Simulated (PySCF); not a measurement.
# [La(NH3)3]3+: other functionals and bases at one geometry

Aim: see how levels, charges and forces of [La(NH3)3]3+ depend on the level of theory. The structure is generated, not taken from experiment.

Computed with PySCF 2.14.0. Level: several levels, as the steps say, no spin–orbit coupling.

3 further runs of the same task are left out: 2 for a known fault of the program, 1 that didn't finish.

**1. Starting geometry**

13 atoms, charge 3, spin multiplicity 1.

Bond lengths: La1–N2 2.564 Å, La1–N6 2.564 Å, La1–N10 2.564 Å, N2–H3 1.036 Å, N2–H4 1.036 Å, N2–H5 1.035 Å, N6–H7 1.036 Å, N6–H8 1.036 Å, N6–H9 1.035 Å, N10–H11 1.036 Å, N10–H12 1.036 Å, N10–H13 1.035 Å. Angles: N2–La1–N6 120.0°, N2–La1–N10 120.0°, N6–La1–N10 120.0°, La1–N2–H3 115.7°, La1–N2–H4 115.5°, La1–N2–H5 115.8°, H3–N2–H4 102.5°, H3–N2–H5 102.8°, H4–N2–H5 102.6°, La1–N6–H7 115.7°, La1–N6–H8 115.5°, La1–N6–H9 115.8°, H7–N6–H8 102.5°, H7–N6–H9 102.7°, H8–N6–H9 102.6°, La1–N10–H11 115.7°, La1–N10–H12 115.5°, La1–N10–H13 115.8° and more.

As a file:

```xyz
13
H9LaN3
La    0.0000    0.0000   -0.0132
N     2.5638    0.0008    0.0137
H     3.0066   -0.6506    0.6862
H     3.0188   -0.2560   -0.8811
H     3.0111    0.9058    0.2438
N    -1.2826    2.2199    0.0137
H    -0.9398    2.9291    0.6862
H    -1.2877    2.7424   -0.8811
H    -2.2900    2.1548    0.2438
N    -1.2812   -2.2207    0.0137
H    -2.0668   -2.2785    0.6862
H    -1.7311   -2.4864   -0.8811
H    -0.7211   -3.0606    0.2438
```

Formal oxidation states: La +3. The 4f shell is empty and lies in the core potential. An earlier session relaxed this geometry at PBE0, La lcecp-1-SVP with ECP46, N def2-SVP, H def2-SVP (singlet, point group C3).

At PBE0 on the finer grid: E = -199.942465 Eh, HOMO -23.66 eV, LUMO -15.99 eV, Mulliken charge on La1 +1.95 e, largest force component 0.006 eV/Å. The large-core potential holds the 4f shell empty.

Levels to run: BLYP; B3LYP; M06-L; PBE; PBE0, TZVP; PBE0, x2c-SVP. Hardware: 2 threads of Intel Xeon Platinum 8488C (Sapphire Rapids), shared host.

**2. BLYP**

The input, run.py (the lines that set the calculation):

```python
mol = gto.M(atom='''
La     0.00000     0.00000    -0.01315
N      2.56377     0.00080     0.01365
H      3.00660    -0.65063     0.68618
H      3.01881    -0.25600    -0.88107
H      3.01108     0.90581     0.24380
N     -1.28257     2.21989     0.01365
H     -0.93984     2.92911     0.68618
H     -1.28770     2.74236    -0.88107
H     -2.28999     2.15477     0.24380
N     -1.28120    -2.22069     0.01365
H     -2.06676    -2.27848     0.68618
H     -1.73110    -2.48637    -0.88107
H     -0.72109    -3.06057     0.24380''',
    basis={'La': 'lcecp-1-SVP', 'N': 'def2-SVP', 'H': 'def2-SVP'},
    ecp={'La': 'lcecp-1-SVP'},
    charge=3, spin=0)
mf = dft.RKS(mol, xc='BLYP')
mf.grids.atom_grid = (75, 302)  # f atoms: unpruned, at least (60, 302)
mf = mf.density_fit()  # fitting sets: La AutoAux, N def2-universal-JKFIT, H def2-universal-JKFIT
mf.conv_tol = 1e-08; mf.max_cycle = 55
mf.kernel(dm0)  # dm0: the density of the relaxed state
```

Run with:

```console
OMP_NUM_THREADS=2 python run.py
```

Log:

```text
init E= -200.028343521961
  HOMO = -0.807101019603891  LUMO = -0.622705223019237  gap/eV = 5.01767
cycle= 1 E= -200.03322377603  delta_E= -0.00488  |g|= 0.0263  |ddm|= 0.316
  HOMO = -0.805381940472945  LUMO = -0.615460452955643  gap/eV = 5.16803
cycle= 2 E= -200.033297485259  delta_E= -7.37e-05  |g|= 0.0219  |ddm|= 0.0783
  HOMO = -0.80823024430127  LUMO = -0.619155636755016  gap/eV = 5.14498
cycle= 3 E= -200.033428543793  delta_E= -0.000131  |g|= 0.00546  |ddm|= 0.0305
  HOMO = -0.807851770402232  LUMO = -0.619476497246367  gap/eV = 5.12595
cycle= 4 E= -200.03343520555  delta_E= -6.66e-06  |g|= 0.00124  |ddm|= 0.00656
  HOMO = -0.807782440836102  LUMO = -0.619287990929082  gap/eV = 5.12920
cycle= 5 E= -200.033435722601  delta_E= -5.17e-07  |g|= 0.000109  |ddm|= 0.00174
  HOMO = -0.807773984885145  LUMO = -0.619276604627457  gap/eV = 5.12927
cycle= 6 E= -200.033435725189  delta_E= -2.59e-09  |g|= 9.33e-06  |ddm|= 0.000112
  HOMO = -0.807773399377851  LUMO = -0.619278962575239  gap/eV = 5.12919
Extra cycle  E= -200.03343572515  delta_E= 3.84e-11  |g|= 1.63e-05  |ddm|= 3.31e-05
converged SCF energy = -200.03343572515
```

Wall time 11 s (2 threads of Intel Xeon Platinum 8488C (Sapphire Rapids), shared host).

It gives: E = -200.033436 Eh, HOMO -21.98 eV, LUMO -16.85 eV, Mulliken charge on La1 +1.82 e, largest force component 0.397 eV/Å. The large-core potential holds the 4f shell empty.

**3. B3LYP**

run.py (the lines that set the calculation): that of step 2 with these lines changed.

```diff
@@ -17,3 +17,3 @@
     charge=3, spin=0)
-mf = dft.RKS(mol, xc='BLYP')
+mf = dft.RKS(mol, xc='B3LYP')
 mf.grids.atom_grid = (75, 302)  # f atoms: unpruned, at least (60, 302)
```

Run with:

```console
OMP_NUM_THREADS=2 python run.py
```

Log:

```text
init E= -200.152349655705
  HOMO = -0.858983672123109  LUMO = -0.600039340888939  gap/eV = 7.04623
cycle= 1 E= -200.153381936063  delta_E= -0.00103  |g|= 0.0295  |ddm|= 0.136
  HOMO = -0.854647122916666  LUMO = -0.601072511769849  gap/eV = 6.90012
cycle= 2 E= -200.153145610967  delta_E= 0.000236  |g|= 0.044  |ddm|= 0.0534
  HOMO = -0.858413113873188  LUMO = -0.600749513516551  gap/eV = 7.01138
cycle= 3 E= -200.153566714585  delta_E= -0.000421  |g|= 0.000788  |ddm|= 0.0331
  HOMO = -0.85846062392974  LUMO = -0.60099428488135  gap/eV = 7.00602
cycle= 4 E= -200.153566912467  delta_E= -1.98e-07  |g|= 0.000188  |ddm|= 0.00177
  HOMO = -0.858441476844844  LUMO = -0.600945112756176  gap/eV = 7.00683
cycle= 5 E= -200.153566925074  delta_E= -1.26e-08  |g|= 1.43e-05  |ddm|= 0.000315
  HOMO = -0.858443386403612  LUMO = -0.600944784162367  gap/eV = 7.00689
cycle= 6 E= -200.153566925123  delta_E= -4.91e-11  |g|= 1.61e-06  |ddm|= 1.56e-05
  HOMO = -0.858443788133587  LUMO = -0.600945618369847  gap/eV = 7.00688
Extra cycle  E= -200.153566925123  delta_E= -3.41e-13  |g|= 7.22e-07  |ddm|= 5.31e-06
converged SCF energy = -200.153566925123
```

It took 9.7 s on 2 threads of Intel Xeon Platinum 8488C (Sapphire Rapids), shared host.

Read off: E = -200.153567 Eh, HOMO -23.36 eV, LUMO -16.35 eV, Mulliken charge on La1 +1.92 e, largest force component 0.083 eV/Å. The large-core potential holds the 4f shell empty.

**4. M06-L**

run.py (the lines that set the calculation): that of step 3 with these lines changed.

```diff
@@ -17,3 +17,3 @@
     charge=3, spin=0)
-mf = dft.RKS(mol, xc='B3LYP')
+mf = dft.RKS(mol, xc='M06L')
 mf.grids.atom_grid = (75, 302)  # f atoms: unpruned, at least (60, 302)
```

Run with:

```console
OMP_NUM_THREADS=2 python run.py
```

Log:

```text
init E= -200.123563791973
  HOMO = -0.827776755518186  LUMO = -0.600838015309226  gap/eV = 6.17532
cycle= 1 E= -200.127479338779  delta_E= -0.00392  |g|= 0.0169  |ddm|= 0.225
  HOMO = -0.824034943004346  LUMO = -0.60214403521405  gap/eV = 6.03796
cycle= 2 E= -200.127416045945  delta_E= 6.33e-05  |g|= 0.0237  |ddm|= 0.0365
  HOMO = -0.825777781789143  LUMO = -0.601060988684123  gap/eV = 6.11486
cycle= 3 E= -200.127553328586  delta_E= -0.000137  |g|= 0.00278  |ddm|= 0.0222
  HOMO = -0.825418655873973  LUMO = -0.600654360998687  gap/eV = 6.11615
cycle= 4 E= -200.127554850834  delta_E= -1.52e-06  |g|= 0.000716  |ddm|= 0.0025
  HOMO = -0.825488637080639  LUMO = -0.600833142708143  gap/eV = 6.11319
cycle= 5 E= -200.127555033949  delta_E= -1.83e-07  |g|= 3.09e-05  |ddm|= 0.00119
  HOMO = -0.825483330126213  LUMO = -0.600821565467098  gap/eV = 6.11336
cycle= 6 E= -200.127555034203  delta_E= -2.54e-10  |g|= 9.49e-06  |ddm|= 6.82e-05
  HOMO = -0.825484503421446  LUMO = -0.600824001233922  gap/eV = 6.11332
Extra cycle  E= -200.127555034183  delta_E= 1.98e-11  |g|= 1.39e-05  |ddm|= 2.51e-05
converged SCF energy = -200.127555034183
```

Run time: 16 s. Hardware: 2 threads of Intel Xeon Platinum 8488C (Sapphire Rapids), shared host.

Read off: E = -200.127555 Eh, HOMO -22.46 eV, LUMO -16.35 eV, Mulliken charge on La1 +2.03 e, largest force component 0.104 eV/Å. The large-core potential holds the 4f shell empty.

**5. PBE**

run.py (the lines that set the calculation): that of step 4 with these lines changed.

```diff
@@ -17,3 +17,3 @@
     charge=3, spin=0)
-mf = dft.RKS(mol, xc='M06L')
+mf = dft.RKS(mol, xc='PBE')
 mf.grids.atom_grid = (75, 302)  # f atoms: unpruned, at least (60, 302)
```

Run with:

```console
OMP_NUM_THREADS=2 python run.py
```

Log:

```text
init E= -199.93666128392
  HOMO = -0.81273879951738  LUMO = -0.625761874359818  gap/eV = 5.08790
cycle= 1 E= -199.938847468236  delta_E= -0.00219  |g|= 0.0354  |ddm|= 0.234
  HOMO = -0.815929816841132  LUMO = -0.613768727422477  gap/eV = 5.50108
cycle= 2 E= -199.938213794411  delta_E= 0.000634  |g|= 0.0635  |ddm|= 0.14
  HOMO = -0.812898906482221  LUMO = -0.618054491460154  gap/eV = 5.30199
cycle= 3 E= -199.939338553905  delta_E= -0.00112  |g|= 0.0083  |ddm|= 0.0673
  HOMO = -0.813936617073705  LUMO = -0.619956452892824  gap/eV = 5.27847
cycle= 4 E= -199.939361659508  delta_E= -2.31e-05  |g|= 0.000883  |ddm|= 0.0137
  HOMO = -0.813845704886503  LUMO = -0.619957430043214  gap/eV = 5.27597
cycle= 5 E= -199.939361841321  delta_E= -1.82e-07  |g|= 8.95e-05  |ddm|= 0.000846
  HOMO = -0.813836111209857  LUMO = -0.61994663313734  gap/eV = 5.27600
cycle= 6 E= -199.939361843085  delta_E= -1.76e-09  |g|= 2.51e-06  |ddm|= 8.43e-05
  HOMO = -0.813836470267925  LUMO = -0.61994667652006  gap/eV = 5.27601
Extra cycle  E= -199.939361843087  delta_E= -1.25e-12  |g|= 1.52e-06  |ddm|= 4.73e-06
converged SCF energy = -199.939361843087
```

Run time: 10 s. Hardware: 2 threads of Intel Xeon Platinum 8488C (Sapphire Rapids), shared host.

It gives: E = -199.939362 Eh, HOMO -22.15 eV, LUMO -16.87 eV, Mulliken charge on La1 +1.82 e, largest force component 0.373 eV/Å. The large-core potential holds the 4f shell empty.

**6. PBE0, TZVP**

Basis: La lcecp-1-TZVP with ECP46, N def2-TZVP, H def2-TZVP. 

run.py (the lines that set the calculation): that of step 5 with these lines changed.

```diff
@@ -14,6 +14,6 @@
 H     -0.72109    -3.06057     0.24380''',
-    basis={'La': 'lcecp-1-SVP', 'N': 'def2-SVP', 'H': 'def2-SVP'},
-    ecp={'La': 'lcecp-1-SVP'},
+    basis={'La': 'lcecp-1-TZVP', 'N': 'def2-TZVP', 'H': 'def2-TZVP'},
+    ecp={'La': 'lcecp-1-TZVP'},
     charge=3, spin=0)
-mf = dft.RKS(mol, xc='PBE')
+mf = dft.RKS(mol, xc='PBE0')
 mf.grids.atom_grid = (75, 302)  # f atoms: unpruned, at least (60, 302)
@@ -21,2 +21,2 @@
 mf.conv_tol = 1e-08; mf.max_cycle = 55
-mf.kernel(dm0)  # dm0: the density of the relaxed state
+mf.kernel(dm0)  # dm0: free metal ions and neutral atoms
```

Run with:

```console
OMP_NUM_THREADS=2 python run.py
```

Log:

```text
init E= -192.762322524168
  HOMO = -1.13957166834252  LUMO = -0.645038325552594  gap/eV = 13.45694
cycle= 1 E= -198.848219247189  delta_E= -6.09  |g|= 2.69  |ddm|=  2.3
  HOMO = -0.624437247610417  LUMO = -0.588760172470311  gap/eV = 0.97082
cycle= 2 E= -196.897066858415  delta_E= 1.95  |g|= 3.42  |ddm|=    3
  HOMO = -0.873085909757465  LUMO = -0.511233031007038  gap/eV = 9.84652
cycle= 3 E= -200.075629533864  delta_E= -3.18  |g|= 0.447  |ddm|= 2.41
  HOMO = -0.878239458721831  LUMO = -0.606351308037688  gap/eV = 7.39845
cycle= 4 E= -200.134306402916  delta_E= -0.0587  |g|= 0.0853  |ddm|= 0.845
  HOMO = -0.864186523885324  LUMO = -0.582737141504177  gap/eV = 7.65863
cycle= 5 E= -200.136302079607  delta_E= -0.002  |g|= 0.0144  |ddm|= 0.127
  HOMO = -0.866231287453362  LUMO = -0.583798719629157  gap/eV = 7.68538
cycle= 6 E= -200.136350115892  delta_E= -4.8e-05  |g|= 0.00138  |ddm|= 0.0118
  HOMO = -0.866473677428006  LUMO = -0.584014157098978  gap/eV = 7.68612
cycle= 7 E= -200.136350699727  delta_E= -5.84e-07  |g|= 0.000201  |ddm|= 0.00365
  HOMO = -0.866458838754628  LUMO = -0.583974252539804  gap/eV = 7.68680
cycle= 8 E= -200.136350715875  delta_E= -1.61e-08  |g|= 2.62e-05  |ddm|= 0.000344
  HOMO = -0.866461795520389  LUMO = -0.583978202382677  gap/eV = 7.68677
cycle= 9 E= -200.13635071617  delta_E= -2.95e-10  |g|= 1.05e-05  |ddm|= 5.86e-05
  HOMO = -0.866461042579471  LUMO = -0.583978402986586  gap/eV = 7.68674
Extra cycle  E= -200.136350716152  delta_E= 1.78e-11  |g|= 1.43e-05  |ddm|= 1.39e-05
converged SCF energy = -200.136350716152
```

It took 30 s on 2 threads of Intel Xeon Platinum 8488C (Sapphire Rapids), shared host.

Result: E = -200.136351 Eh, HOMO -23.58 eV, LUMO -15.89 eV, Mulliken charge on La1 +2.13 e, largest force component 0.379 eV/Å. The large-core potential holds the 4f shell empty.

**7. PBE0, x2c-SVP**

Basis: La x2c-SVPall, N x2c-SVPall, H x2c-SVPall. All electrons are treated, with the spin-free X2C Hamiltonian.

run.py (the lines that set the calculation): that of step 6 with these lines changed.

```diff
@@ -14,8 +14,9 @@
 H     -0.72109    -3.06057     0.24380''',
-    basis={'La': 'lcecp-1-TZVP', 'N': 'def2-TZVP', 'H': 'def2-TZVP'},
-    ecp={'La': 'lcecp-1-TZVP'},
+    basis={'La': 'x2c-SVPall', 'N': 'x2c-SVPall', 'H': 'x2c-SVPall'},
+    nucmod='G',
     charge=3, spin=0)
 mf = dft.RKS(mol, xc='PBE0')
-mf.grids.atom_grid = (75, 302)  # f atoms: unpruned, at least (60, 302)
-mf = mf.density_fit()  # fitting sets: La AutoAux, N def2-universal-JKFIT, H def2-universal-JKFIT
+mf.grids.atom_grid = (99, 590)  # f atoms: unpruned, at least (60, 302)
+mf = mf.density_fit()  # fitting sets: La AutoAux, N AutoAux, H AutoAux
+mf = mf.sfx2c1e()
 mf.conv_tol = 1e-08; mf.max_cycle = 55
```

Run with:

```console
OMP_NUM_THREADS=2 python run.py
```

Log:

```text
init E= -8653.1660996006
  HOMO = -1.1336495014581  LUMO = -0.643978024708952  gap/eV = 13.32464
cycle= 1 E= -8659.20134539275  delta_E= -6.04  |g|= 2.39  |ddm|= 3.15
  HOMO = -0.639540020532689  LUMO = -0.599490514233172  gap/eV = 1.08980
cycle= 2 E= -8657.21125055207  delta_E= 1.99  |g|= 3.35  |ddm|= 3.96
  HOMO = -0.857064038301438  LUMO = -0.513246166970833  gap/eV = 9.35576
cycle= 3 E= -8660.36917622038  delta_E= -3.16  |g|= 0.316  |ddm|= 2.96
  HOMO = -0.879472366153239  LUMO = -0.611228816490277  gap/eV = 7.29928
cycle= 4 E= -8660.40305166678  delta_E= -0.0339  |g|= 0.0681  |ddm|= 0.53
  HOMO = -0.870652174823407  LUMO = -0.594027562594375  gap/eV = 7.52734
cycle= 5 E= -8660.40401940267  delta_E= -0.000968  |g|= 0.00854  |ddm|= 0.0577
  HOMO = -0.871078758932112  LUMO = -0.592696087850431  gap/eV = 7.57518
cycle= 6 E= -8660.40403146107  delta_E= -1.21e-05  |g|= 0.00362  |ddm|= 0.00745
  HOMO = -0.871198097004156  LUMO = -0.592784193024427  gap/eV = 7.57603
cycle= 7 E= -8660.40403292978  delta_E= -1.47e-06  |g|= 0.000898  |ddm|= 0.00258
  HOMO = -0.871247482095538  LUMO = -0.592853984779393  gap/eV = 7.57547
cycle= 8 E= -8660.40403304243  delta_E= -1.13e-07  |g|= 0.000109  |ddm|= 0.000703
  HOMO = -0.871256448143489  LUMO = -0.592866309221295  gap/eV = 7.57538
cycle= 9 E= -8660.40403304518  delta_E= -2.75e-09  |g|= 1.3e-05  |ddm|= 0.000114
  HOMO = -0.87125739216164  LUMO = -0.592863918926978  gap/eV = 7.57547
Extra cycle  E= -8660.40403304522  delta_E= -3.64e-11  |g|= 1.64e-05  |ddm|= 3.01e-05
converged SCF energy = -8660.40403304522
```

Run time: 57 s. Hardware: 2 threads of Intel Xeon Platinum 8488C (Sapphire Rapids), shared host.

Result: E = -8660.404033 Eh, HOMO -23.71 eV, LUMO -16.13 eV, Mulliken charge on La1 +1.89 e, largest force component 0.211 eV/Å. 

**8. Results**

| level | state | HOMO (eV) | gap (eV) | charge on La1 (e) | dipole (D) | largest force (eV/Å) | basis functions | time |
| --- | --- | --- | --- | --- | --- | --- | --- | --- |
| PBE0 (relaxed here) | singlet | -23.66 | 7.67 | 1.95 | 0.05 | 0.01 | 120 | 27 s |
| BLYP | singlet | -21.98 | 5.13 | 1.82 | 0.05 | 0.40 | 120 | 11 s |
| B3LYP | singlet | -23.36 | 7.01 | 1.92 | 0.05 | 0.08 | 120 | 9.7 s |
| M06-L | singlet | -22.46 | 6.11 | 2.03 | 0.04 | 0.10 | 120 | 16 s |
| PBE | singlet | -22.15 | 5.28 | 1.82 | 0.05 | 0.37 | 120 | 10 s |
| PBE0, TZVP | singlet | -23.58 | 7.69 | 2.13 | 0.04 | 0.38 | 194 | 30 s |
| PBE0, x2c-SVP | singlet | -23.71 | 7.58 | 1.89 | 0.04 | 0.21 | 153 | 57 s |

Times are on 2 threads of Intel Xeon Platinum 8488C (Sapphire Rapids), shared host; the first row also made further properties. The dipole of a charged species depends on the origin, so these sizes hold for this origin alone.

In one basis the HOMO–LUMO gap runs from 5.13 eV (BLYP) to 7.67 eV (PBE0). The largest leftover force, 0.40 eV/Å with BLYP, stands at a geometry relaxed at another level. The Mulliken charge on La spans +1.82 to +2.13 e over the levels. With 4f in the core, its levels are missing from HOMO and gap. Total energies of different levels can't be compared. Spin–orbit coupling is left out throughout.
